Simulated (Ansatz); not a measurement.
# GeH+ (singlet): wave-function methods side by side, cc-pVQZ

The task here is to estimate one member of a computed series from the others.

Program: Ansatz 0.2.0, Gaussian basis. Level of theory: cc-pVQZ, core rule «outside noble gas», up to 14 orbitals frozen. These are calculated values, not measurements.

Plan: UHF; CCSD(T) on RHF; BCCD(T) on RHF; CCSDT(Q) on RHF; CASSCF and MRCISD+Q, 4 electrons in 5 orbitals; CASSCF and NEVPT2, 4 electrons in 5 orbitals; Full CI.

8 further runs of the same task are left out: 4 that didn't finish, 4 set aside as unsound or not needed.

## What is computed

The geometry is a PBE0/def2-TZVP stationary point (not a proven minimum). No spin-orbit coupling is included. The filled d shell of Ge may be among the frozen orbitals whatever the setting's name suggests; the logs give the count.

2 atoms, charge 1, spin multiplicity 1.

Atoms are counted from 1 here; the program's logs count them from 0.

Bond lengths: Ge1–H2 1.589 Å.

As a file:

```xyz
2
charge 1, multiplicity 1
Ge    0.0000    0.0000    0.0000
H     0.0000    0.0000    1.5886
```

Set-up of the first run:

The input, in.yaml:

```yaml
crystal:
  periodic: [false, false, false]
  atoms:
    - {symbol: Ge, position_ang: [0.000000, 0.000000, 0.000000]}
    - {symbol: H, position_ang: [0.000000, 0.000000, 1.588631]}
basis:
  gaussian: {orbitals: cc-pVQZ}
total_charge: 1
magnetization: {spin_polarized: true, initial_magnetization: 0}
hamiltonian: {xc: hf}
output: {orbitals: {seedname: orbitals}}
```

Launch:

```console
> ansatz run in.yaml --threads 1 --pin off --events-out ev --progress --plain --max-ram 2393MiB
```

Among the steps run: UHF; CCSD(T) on RHF; BCCD(T) on RHF; CCSDT(Q) on RHF; CASSCF and MRCISD+Q, 4 electrons in 5 orbitals; CASSCF and NEVPT2, 4 electrons in 5 orbitals; Full CI.

One of the session's tables, all rows but one given; the rest of the session is left out.

```
          method  from FCI (meV)
             RHF         +2435.0
            RMP2          +552.7
           RCCSD           +49.3
        RCCSD(T)            +9.4
         BCCD(T)            +9.4
          RCCSDT               ?
       RCCSDT(Q)            +0.3
  CASSCF valence         +1133.5
  NEVPT2 valence          +324.7
  MRCISD valence           +34.5
MRCISD+Q valence           +10.3
             FCI               0
```

Q: Estimate the row for RCCSDT from the others.

**Answer.** from FCI (meV): +1.6. In the column «from FCI (meV)» it lies between RCCSDT(Q) (+0.3) and RCCSD(T) (+9.4).
